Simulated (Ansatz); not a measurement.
**Ta: a strain scan**

This session takes Ta and sets out to see how energy and stress answer to the strain pattern (0, 0, 0, 0, 0, 1).

Method: DFT r2SCAN, scalar-relativistic, plane waves, PAW, in Ansatz 0.2.0.

### Step 1. The system as given

The structure is cubic, space group Im-3m (No. 229). The conventional cell has a = 3.303 Å, b = 3.303 Å, c = 3.303 Å, α = 90.00°, β = 90.00°, γ = 90.00°. Ta (site symmetry m-3m) is surrounded by 8 Ta at 2.86 Å.

As a file:

```cif
data_structure
_symmetry_space_group_name_H-M 'Im-3m'
_symmetry_Int_Tables_number 229
_cell_length_a 3.3026
_cell_length_b 3.3026
_cell_length_c 3.3026
_cell_angle_alpha 90.000
_cell_angle_beta 90.000
_cell_angle_gamma 90.000
_cell_volume 36.02
loop_
_atom_site_label
_atom_site_type_symbol
_atom_site_symmetry_multiplicity
_atom_site_Wyckoff_symbol
_atom_site_fract_x
_atom_site_fract_y
_atom_site_fract_z
_atom_site_occupancy
Ta1 Ta 2 a 0.00000 0.00000 0.00000 1
```

No relaxation comes first: the listed cell is the starting point.

### Step 2. The reference cell

Reference values: F = -9944.3261 eV; pressure 0.45 GPa; largest force 0.000 eV/Å; gap on the mesh none (metal). It was computed beforehand with the settings of the runs below.

### Step 3. The scan: a strain scan

The cell is strained by ε times the Voigt pattern (0, 0, 0, 0, 0, 1) (xx, yy, zz, yz, xz, xy; engineering shear), with fractional coordinates fixed (clamped ions). The stress on the pattern is the sum of the stress components weighted by it, tension positive.

### Step 4. ε = -0.1000

input.yaml

```yaml
crystal:
  lattice:
    - [-1.733844, 1.733844, 1.65128]
    - [1.733844, -1.733844, 1.65128]
    - [1.568716, 1.568716, -1.65128]
  atoms:
    - { symbol: Ta, position: [0.0, 0.0, 0.0] }
basis:
  ecutwfc: 500
kpoints:
  mp_grid: { grid: [20, 20, 20] }
hamiltonian:
  xc: r2scan
scf:
  occupations: { method: gaussian, width: 0.15 }
output:
  forces: true
  stress: true
  eigenvalues: true
  write_density: true
  write_potential: true
  elf: true
  volumetric_format: npy
```

Run with:

```console
$ ansatz run input.yaml --threads 1 --pin off --max-ram 2560MiB --backend cpu --events-out ev --progress --plain --runs-dir out
```

The program printed, cut to the lines that bear on the results:

```text
Warning: RAYON_NUM_THREADS=1 ignored (pool sized by the plan → 1); use --threads N
[...]
Pseudopotentials: kind: paw
Pseudopotential: Ta, paw, valence charge 13, recommended cutoff 500 eV (meta_gga), Ta.paw.azcp
Functional definition: r2SCAN
[...]
Crystal: 1 atoms, lattice volume = 17.965 Å³
Basis set: ecut = 500 eV, 447 PW (Γ), exchange–correlation on 96×96×96 points (64 copies of the dense FFT grid, shifted against one another)
Bands: 11, of which v1, the nominal top of the filled ones, is band 7 counted from 1 (6 counted from 0)
Symmetry: 8 space group operations
Space group: Fmmm (ITA 69), of the structure as read, at distance tolerance 2.6e-5 Å
k-points: 1166 of 8000
[...]
SCF iter   1: F=—  HF=-9944.267771 eV  |F-HF|=—  |Δ(HF+E_count)|=         —  Δρ=7.63e-3  dr2=4.16e-3  dr2_τ=1.65e-2  ethr=1.77e-3  ⟨swp⟩=5.0  Hψ=74873  notcnv=0
[...]
SCF iter   6: F=-9944.286060 eV  HF=-9944.286060 eV  |F-HF|=4.64e-9  |Δ(HF+E_count)|=   7.80e-8  Δρ=9.11e-6  dr2=6.75e-9  dr2_τ=1.06e-9  ethr=7.69e-10  ⟨swp⟩=10.0  Hψ=85643  notcnv=0
[...]
SCF converged after 6 iterations
Free energy (F): -9944.286060 eV
[...]
E sigma→0 (E₀):  -9944.278813 eV
Entropy (-TS):   -0.014494 eV (-14.494 meV/atom)
Fermi energy:    18.538888 eV
[...]
--- Forces (eV/Å), atoms counted from 1 ---
  atom   1  Ta     0.00000000    -0.00000000    -0.00000000
[...]
--- Stress (GPa, compression-positive) ---
        1.080479       6.287245       0.000000
        6.287245       1.080479      -0.000000
        0.000000      -0.000000       2.551750
  P = ⅓ Tr σ = 1.5709 GPa (15.709 kbar)
--- Band table (eV; the first three rows and the last of 1166) ---
  k-point 0: bands = ["-50.3356", "-15.7504", "-15.5656", "-15.4363", "10.2484", "18.4870", "19.0801", "20.2822", "22.9389", "23.2863", "32.9244"]
[...]
```

It took 40 s on 1 thread of Arm Neoverse V1, shared host; peak memory 0.58 GiB.

The maps below are laid out on this run's own conventional cell (a, b, c = 3.303, 4.437, 4.904 Å).

Density in a lattice plane of the grid's cell (edges 3.30 and 4.90 Å, at 0.000 of the third edge), which holds Ta.

Ten even steps from '0' (0.23 e/Å³) to '9' (4.48 e/Å³):
```
8995200000002599
9863100000001368
4421000000000124
1100000000000001
0000000000000000
0000000111000000
0000012444210000
0000136898631000
0000259989952000
0000269868962000
0000259989952000
0000136898631000
0000012444210000
0000000111000000
0000000000000000
1100000000000001
4421000000000124
9863100000001368
8995200000002599
6896200000002698
```
Columns run along the first of these edges and rows up along the second, over one cell in 16 and 20 even steps from the bottom left corner. Atoms in the plane (fractional): Ta at (0.00, 0.00), Ta at (0.50, 0.50).

ELF in the same plane.

Ten even steps from '0' (0.00) to '9' (0.72):
```
3599522565225995
9997323676323799
9874225676522478
4432345555543234
3333433333334333
5554323444323455
7652247898742256
7632379999973236
6522599535995225
6422698202896224
6522599535995225
7632379999973236
7652247898742256
5554323444323455
3333433333334333
4432345555543234
9874225676522478
9997323676323799
3599522565225995
0289622464226982
```
Columns run along the first of these edges and rows up along the second, over one cell in 16 and 20 even steps from the bottom left corner. Atoms in the plane (fractional): Ta at (0.00, 0.00), Ta at (0.50, 0.50).

Both are smooth fields of the valence electrons: close to the nuclei they are not physical.

The highest ELF values outside the cores: 0.57 between the atoms, 1.8 Å from Ta.

### Step 5. Point ε = 0.0750

input.yaml

```yaml
crystal:
  lattice:
    - [-1.589357, 1.589357, 1.65128]
    - [1.589357, -1.589357, 1.65128]
    - [1.713203, 1.713203, -1.65128]
  atoms:
    - { symbol: Ta, position: [0.0, 0.0, 0.0] }
basis:
  ecutwfc: 500
kpoints:
  mp_grid: { grid: [20, 20, 20] }
hamiltonian:
  xc: r2scan
scf:
  occupations: { method: gaussian, width: 0.15 }
output:
  forces: true
  stress: true
  eigenvalues: true
```

Run with:

```console
$ ansatz run input.yaml --threads 1 --pin off --max-ram 2560MiB --backend cpu --events-out ev --progress --plain --runs-dir out
```

The program printed, cut to the lines that bear on the results:

```text
Warning: RAYON_NUM_THREADS=1 ignored (pool sized by the plan → 1); use --threads N
[...]
[... 3 set-up lines as earlier in the session ...]
[...]
Crystal: 1 atoms, lattice volume = 17.985 Å³
Basis set: ecut = 500 eV, 451 PW (Γ), exchange–correlation on 96×96×96 points (64 copies of the dense FFT grid, shifted against one another)
Bands: 11, of which v1, the nominal top of the filled ones, is band 7 counted from 1 (6 counted from 0)
[... 2 set-up lines as earlier in the session ...]
k-points: 1166 of 8000
[...]
SCF iter   1: F=—  HF=-9944.283957 eV  |F-HF|=—  |Δ(HF+E_count)|=         —  Δρ=6.76e-3  dr2=2.59e-3  dr2_τ=1.60e-2  ethr=1.77e-3  ⟨swp⟩=5.1  Hψ=74893  notcnv=0
[...]
SCF iter   6: F=-9944.302328 eV  HF=-9944.302328 eV  |F-HF|=7.93e-10  |Δ(HF+E_count)|=   1.22e-8  Δρ=3.84e-6  dr2=1.06e-9  dr2_τ=3.51e-10  ethr=1.64e-10  ⟨swp⟩=2.9  Hψ=47039  notcnv=0
[...]
SCF converged after 6 iterations
Free energy (F): -9944.302328 eV
[...]
E sigma→0 (E₀):  -9944.295025 eV
Entropy (-TS):   -0.014606 eV (-14.606 meV/atom)
Fermi energy:    18.512473 eV
[...]
--- Forces (eV/Å), atoms counted from 1 ---
  atom   1  Ta    -0.00000000     0.00000000    -0.00000000
[...]
--- Stress (GPa, compression-positive) ---
        0.962868      -5.193201       0.000000
       -5.193201       0.962868      -0.000000
        0.000000      -0.000000       1.577284
  P = ⅓ Tr σ = 1.1677 GPa (11.677 kbar)
--- Band table (eV; the first three rows and the last of 1166) ---
  k-point 0: bands = ["-50.3727", "-15.7484", "-15.6181", "-15.5177", "10.2231", "18.6838", "19.1805", "20.0329", "22.8831", "23.0848", "33.1169"]
[...]
```

It took 29 s on 1 thread of Arm Neoverse V1, shared host; peak memory 0.6 GiB.

### Step 6. Point ε = -0.0500

Changes to input.yaml since step 5:

```diff
@@ -2,5 +2,5 @@
   lattice:
-    - [-1.589357, 1.589357, 1.65128]
-    - [1.589357, -1.589357, 1.65128]
-    - [1.713203, 1.713203, -1.65128]
+    - [-1.692562, 1.692562, 1.65128]
+    - [1.692562, -1.692562, 1.65128]
+    - [1.609998, 1.609998, -1.65128]
   atoms:
```

Run with:

```console
$ ansatz run input.yaml --threads 1 --pin off --max-ram 2560MiB --backend cpu --events-out ev --progress --plain --runs-dir out
```

The program printed, cut to the lines that bear on the results:

```text
Warning: RAYON_NUM_THREADS=1 ignored (pool sized by the plan → 1); use --threads N
[...]
[... 3 set-up lines as earlier in the session ...]
[...]
Crystal: 1 atoms, lattice volume = 17.999 Å³
Basis set: ecut = 500 eV, 447 PW (Γ), exchange–correlation on 96×96×96 points (64 copies of the dense FFT grid, shifted against one another)
Bands: 11, of which v1, the nominal top of the filled ones, is band 7 counted from 1 (6 counted from 0)
[... 2 set-up lines as earlier in the session ...]
k-points: 1166 of 8000
[...]
SCF iter   1: F=—  HF=-9944.296808 eV  |F-HF|=—  |Δ(HF+E_count)|=         —  Δρ=6.32e-3  dr2=1.97e-3  dr2_τ=1.56e-2  ethr=1.77e-3  ⟨swp⟩=5.1  Hψ=74901  notcnv=0
[...]
SCF iter   6: F=-9944.315078 eV  HF=-9944.315078 eV  |F-HF|=3.12e-9  |Δ(HF+E_count)|=   1.31e-7  Δρ=8.99e-6  dr2=6.36e-9  dr2_τ=3.51e-9  ethr=7.69e-10  ⟨swp⟩=6.4  Hψ=61033  notcnv=0
[...]
SCF converged after 6 iterations
Free energy (F): -9944.315078 eV
[...]
E sigma→0 (E₀):  -9944.307991 eV
Entropy (-TS):   -0.014175 eV (-14.175 meV/atom)
Fermi energy:    18.493258 eV
[...]
--- Forces (eV/Å), atoms counted from 1 ---
  atom   1  Ta     0.00000000     0.00000000     0.00000000
[...]
--- Stress (GPa, compression-positive) ---
        0.728565       3.757838       0.000000
        3.757838       0.728565      -0.000000
        0.000000      -0.000000       0.958487
  P = ⅓ Tr σ = 0.8052 GPa (8.052 kbar)
--- Band table (eV; the first three rows and the last of 1166) ---
  k-point 0: bands = ["-50.3973", "-15.7361", "-15.6532", "-15.5839", "10.2052", "18.8908", "19.2592", "19.7905", "22.8437", "22.9360", "33.3209"]
[...]
```

It took 30 s on 1 thread of Arm Neoverse V1, shared host; peak memory 0.6 GiB.

### Step 7. ε = 0.0250

Changes to input.yaml since step 6:

```diff
@@ -2,5 +2,5 @@
   lattice:
-    - [-1.692562, 1.692562, 1.65128]
-    - [1.692562, -1.692562, 1.65128]
-    - [1.609998, 1.609998, -1.65128]
+    - [-1.630639, 1.630639, 1.65128]
+    - [1.630639, -1.630639, 1.65128]
+    - [1.671921, 1.671921, -1.65128]
   atoms:
```

Run with:

```console
$ ansatz run input.yaml --threads 1 --pin off --max-ram 2560MiB --backend cpu --events-out ev --progress --plain --runs-dir out
```

The program printed, cut to the lines that bear on the results:

```text
[...]
SCF converged after 6 iterations
Free energy (F): -9944.323251 eV
[...]
E sigma→0 (E₀):  -9944.316372 eV
Entropy (-TS):   -0.013758 eV (-13.758 meV/atom)
Fermi energy:    18.480968 eV
[...]
--- Forces (eV/Å), atoms counted from 1 ---
  atom   1  Ta    -0.00000000     0.00000000     0.00000000
[...]
--- Stress (GPa, compression-positive) ---
        0.534650      -1.989613       0.000000
       -1.989613       0.534650       0.000000
       -0.000000      -0.000000       0.576368
  P = ⅓ Tr σ = 0.5486 GPa (5.486 kbar)
--- Band table (eV; the first three rows and the last of 1166) ---
  k-point 0: bands = ["-50.4114", "-15.7131", "-15.6737", "-15.6377", "10.1945", "19.1056", "19.3097", "19.5555", "22.8203", "22.8438", "33.5374"]
[...]
```

Run time: 29 s. Hardware: 1 thread of Arm Neoverse V1, shared host; peak memory 0.59 GiB.

### Step 8. At ε = 0.0875

input.yaml

```yaml
crystal:
  lattice:
    - [-1.5790365, 1.5790365, 1.65128]
    - [1.5790365, -1.5790365, 1.65128]
    - [1.7235235, 1.7235235, -1.65128]
  atoms:
    - { symbol: Ta, position: [0.0, 0.0, 0.0] }
basis:
  ecutwfc: 500
kpoints:
  mp_grid: { grid: [20, 20, 20] }
hamiltonian:
  xc: r2scan
scf:
  occupations: { method: gaussian, width: 0.15 }
output:
  forces: true
  stress: true
  eigenvalues: true
  write_density: true
  write_potential: true
  elf: true
  volumetric_format: npy
```

Run with:

```console
$ ansatz run input.yaml --threads 1 --pin off --max-ram 2560MiB --backend cpu --events-out ev --progress --plain --runs-dir out
```

The program printed, cut to the lines that bear on the results:

```text
[...]
SCF converged after 6 iterations
Free energy (F): -9944.294575 eV
[...]
E sigma→0 (E₀):  -9944.287228 eV
Entropy (-TS):   -0.014693 eV (-14.693 meV/atom)
Fermi energy:    18.524800 eV
[...]
--- Forces (eV/Å), atoms counted from 1 ---
  atom   1  Ta     0.00000000     0.00000000    -0.00000000
[...]
--- Stress (GPa, compression-positive) ---
        1.022025      -5.747738       0.000000
       -5.747738       1.022025       0.000000
       -0.000000       0.000000       2.027349
  P = ⅓ Tr σ = 1.3571 GPa (13.571 kbar)
--- Band table (eV; the first three rows and the last of 1166) ---
  k-point 0: bands = ["-50.3553", "-15.7505", "-15.5936", "-15.4785", "10.2348", "18.5842", "19.1327", "20.1568", "22.9091", "23.1796", "33.0192"]
[...]
```

Wall time 39 s (1 thread of Arm Neoverse V1, shared host); peak memory 0.58 GiB.

Axes a, b and c in the maps are those of this run's conventional cell (a, b, c = 3.303, 4.466, 4.875 Å).

Density in a lattice plane of the grid's cell (edges 3.30 and 4.87 Å, at 0.000 of the third edge), which holds Ta.

Ten even steps from ' ' (0.23 e/Å³) to '@' (4.48 e/Å³):
```
%%@@@@++::              ::++@@@@
@@%%**--..              ..--**%%
====::..                  ..::==
....                          ..
                                
              ......            
          ..::======::..        
        ..--**%%@@%%**--..      
        ::++@@@@%%@@@@++::      
        ::**@@%%**%%@@**::      
        ::++@@@@%%@@@@++::      
        ..--**%%@@%%**--..      
          ..::======::..        
              ......            
                                
....                          ..
====::..                  ..::==
@@%%**--..              ..--**%%
%%@@@@++::              ::++@@@@
**%%@@**::              ::**@@%%
```
Columns run along the first of these edges and rows up along the second, over one cell in 16 and 20 even steps from the bottom left corner. Atoms in the plane (fractional): Ta at (0.00, 0.00), Ta at (0.50, 0.50).

ELF in the same plane.

Ten even steps from '0' (0.00) to '9' (0.72):
```
3599522565225995
9997423676323899
9874225676522478
4432345555543234
2333433323334333
5554323444323455
7652247898742256
7632479999983236
6522599535995225
6422698202896224
6522599535995225
7632389999974236
7652247898742256
5554323444323455
2333433323334333
4432345555543234
9874225676522478
9998323676324799
3599522565225995
0289622464226982
```
Columns run along the first of these edges and rows up along the second, over one cell in 16 and 20 even steps from the bottom left corner. Atoms in the plane (fractional): Ta at (0.00, 0.00), Ta at (0.50, 0.50).

Both are smooth fields of the valence electrons: close to the nuclei they are not physical.

Maxima of ELF outside the ion cores: 0.57 between the atoms, 1.8 Å from Ta.

### Step 9. ε = 0.0625

input.yaml

```yaml
crystal:
  lattice:
    - [-1.5996775, 1.5996775, 1.65128]
    - [1.5996775, -1.5996775, 1.65128]
    - [1.7028825, 1.7028825, -1.65128]
  atoms:
    - { symbol: Ta, position: [0.0, 0.0, 0.0] }
basis:
  ecutwfc: 500
kpoints:
  mp_grid: { grid: [20, 20, 20] }
hamiltonian:
  xc: r2scan
scf:
  occupations: { method: gaussian, width: 0.15 }
output:
  forces: true
  stress: true
  eigenvalues: true
```

Run with:

```console
$ ansatz run input.yaml --threads 1 --pin off --max-ram 2560MiB --backend cpu --events-out ev --progress --plain --runs-dir out
```

The program printed, cut to the lines that bear on the results:

```text
Warning: RAYON_NUM_THREADS=1 ignored (pool sized by the plan → 1); use --threads N
[...]
[... 3 set-up lines as earlier in the session ...]
[...]
Crystal: 1 atoms, lattice volume = 17.993 Å³
Basis set: ecut = 500 eV, 455 PW (Γ), exchange–correlation on 96×96×96 points (64 copies of the dense FFT grid, shifted against one another)
Bands: 11, of which v1, the nominal top of the filled ones, is band 7 counted from 1 (6 counted from 0)
[... 2 set-up lines as earlier in the session ...]
k-points: 1166 of 8000
[...]
SCF iter   1: F=—  HF=-9944.290890 eV  |F-HF|=—  |Δ(HF+E_count)|=         —  Δρ=6.49e-3  dr2=2.20e-3  dr2_τ=1.58e-2  ethr=1.77e-3  ⟨swp⟩=5.1  Hψ=74834  notcnv=0
[...]
SCF iter   6: F=-9944.309216 eV  HF=-9944.309216 eV  |F-HF|=3.57e-10  |Δ(HF+E_count)|=   4.48e-8  Δρ=2.47e-6  dr2=4.55e-10  dr2_τ=1.71e-10  ethr=5.76e-10  ⟨swp⟩=3.3  Hψ=48570  notcnv=0
[...]
SCF converged after 6 iterations
Free energy (F): -9944.309216 eV
[...]
E sigma→0 (E₀):  -9944.302017 eV
Entropy (-TS):   -0.014398 eV (-14.398 meV/atom)
Fermi energy:    18.501922 eV
[...]
--- Forces (eV/Å), atoms counted from 1 ---
  atom   1  Ta     0.00000000     0.00000000     0.00000000
[...]
--- Stress (GPa, compression-positive) ---
        0.856289      -4.527123       0.000000
       -4.527123       0.856289      -0.000000
        0.000000      -0.000000       1.230473
  P = ⅓ Tr σ = 0.9810 GPa (9.810 kbar)
--- Band table (eV; the first three rows and the last of 1166) ---
  k-point 0: bands = ["-50.3865", "-15.7436", "-15.6378", "-15.5526", "10.2132", "18.7862", "19.2229", "19.9108", "22.8614", "23.0035", "33.2174"]
[...]
```

Run time: 30 s. Hardware: 1 thread of Arm Neoverse V1, shared host; peak memory 0.6 GiB.

### Step 10. At ε = 0.0375

Changes to input.yaml since step 9:

```diff
@@ -2,5 +2,5 @@
   lattice:
-    - [-1.5996775, 1.5996775, 1.65128]
-    - [1.5996775, -1.5996775, 1.65128]
-    - [1.7028825, 1.7028825, -1.65128]
+    - [-1.6203185, 1.6203185, 1.65128]
+    - [1.6203185, -1.6203185, 1.65128]
+    - [1.6822415, 1.6822415, -1.65128]
   atoms:
```

Run with:

```console
$ ansatz run input.yaml --threads 1 --pin off --max-ram 2560MiB --backend cpu --events-out ev --progress --plain --runs-dir out
```

The program printed, cut to the lines that bear on the results:

```text
[...]
SCF converged after 6 iterations
Free energy (F): -9944.319790 eV
[...]
E sigma→0 (E₀):  -9944.312812 eV
Entropy (-TS):   -0.013956 eV (-13.956 meV/atom)
Fermi energy:    18.486287 eV
[...]
--- Forces (eV/Å), atoms counted from 1 ---
  atom   1  Ta    -0.00000000     0.00000000    -0.00000000
[...]
--- Stress (GPa, compression-positive) ---
        0.618318      -2.908567       0.000000
       -2.908567       0.618318       0.000000
       -0.000000      -0.000000       0.738330
  P = ⅓ Tr σ = 0.6583 GPa (6.583 kbar)
--- Band table (eV; the first three rows and the last of 1166) ---
  k-point 0: bands = ["-50.4055", "-15.7258", "-15.6651", "-15.6122", "10.1989", "18.9974", "19.2883", "19.6721", "22.8300", "22.8825", "33.4276"]
[...]
```

Run time: 29 s. Hardware: 1 thread of Arm Neoverse V1, shared host; peak memory 0.59 GiB.

### Step 11. At ε = 0.0125

Changes to input.yaml since step 10:

```diff
@@ -2,5 +2,5 @@
   lattice:
-    - [-1.6203185, 1.6203185, 1.65128]
-    - [1.6203185, -1.6203185, 1.65128]
-    - [1.6822415, 1.6822415, -1.65128]
+    - [-1.6409595, 1.6409595, 1.65128]
+    - [1.6409595, -1.6409595, 1.65128]
+    - [1.6616005, 1.6616005, -1.65128]
   atoms:
```

Run with:

```console
$ ansatz run input.yaml --threads 1 --pin off --max-ram 2560MiB --backend cpu --events-out ev --progress --plain --runs-dir out
```

The program printed, cut to the lines that bear on the results:

```text
Warning: RAYON_NUM_THREADS=1 ignored (pool sized by the plan → 1); use --threads N
[...]
[... 3 set-up lines as earlier in the session ...]
[...]
Crystal: 1 atoms, lattice volume = 18.010 Å³
Basis set: ecut = 500 eV, 455 PW (Γ), exchange–correlation on 96×96×96 points (64 copies of the dense FFT grid, shifted against one another)
Bands: 11, of which v1, the nominal top of the filled ones, is band 7 counted from 1 (6 counted from 0)
[... 2 set-up lines as earlier in the session ...]
k-points: 1166 of 8000
[...]
SCF iter   1: F=—  HF=-9944.307214 eV  |F-HF|=—  |Δ(HF+E_count)|=         —  Δρ=6.12e-3  dr2=1.72e-3  dr2_τ=1.53e-2  ethr=1.77e-3  ⟨swp⟩=5.1  Hψ=74766  notcnv=0
[...]
SCF iter   6: F=-9944.325372 eV  HF=-9944.325372 eV  |F-HF|=9.99e-9  |Δ(HF+E_count)|=   2.75e-7  Δρ=1.47e-5  dr2=1.79e-8  dr2_τ=1.04e-8  ethr=7.69e-10  ⟨swp⟩=3.7  Hψ=51205  notcnv=0
[...]
SCF converged after 6 iterations
Free energy (F): -9944.325372 eV
[...]
E sigma→0 (E₀):  -9944.318570 eV
Entropy (-TS):   -0.013604 eV (-13.604 meV/atom)
Fermi energy:    18.477659 eV
[...]
--- Forces (eV/Å), atoms counted from 1 ---
  atom   1  Ta     0.00000000     0.00000000    -0.00000000
[...]
--- Stress (GPa, compression-positive) ---
        0.475121      -1.012862       0.000000
       -1.012862       0.475121      -0.000000
        0.000000      -0.000000       0.481781
  P = ⅓ Tr σ = 0.4773 GPa (4.773 kbar)
--- Band table (eV; the first three rows and the last of 1166) ---
  k-point 0: bands = ["-50.4148", "-15.6980", "-15.6788", "-15.6604", "10.1919", "19.2156", "19.3228", "19.4405", "22.8145", "22.8205", "33.6503"]
[...]
```

Wall time 29 s (1 thread of Arm Neoverse V1, shared host); peak memory 0.6 GiB.

### Step 12. The scan collected

The scan, with free energies counted from the undisturbed cell:

```csv
ε,ΔE (meV/atom),stress on the pattern (GPa),pressure (GPa)
-0.1000,40.0,-6.29,1.6
-0.0500,11.0,-3.76,0.8
0.0000,0.0,0.00,0.5
0.0125,0.7,1.01,0.5
0.0250,2.8,1.99,0.5
0.0375,6.3,2.91,0.7
0.0625,16.9,4.53,1.0
0.0750,23.8,5.19,1.2
0.0875,31.5,5.75,1.4
```

Not run, since symmetry makes them alike: 0.1000 repeats -0.1000, -0.0750 repeats 0.0750, 0.0500 repeats -0.0500, -0.0250 repeats 0.0250. Energy, pressure and gap are the same there.

### Step 13. Summary of results

```
                                                              quantity   value
slope of the stress at ε = 0, from the points at -0.0500, 0 and 0.0125  80 GPa
```

**Reading.** From the stress slope, C66 is about 80 GPa with the ions clamped. The step is wide, so higher orders mix in. The undisturbed cell stays the lowest of the sampled points. The runs treat Ta without spin-orbit coupling.
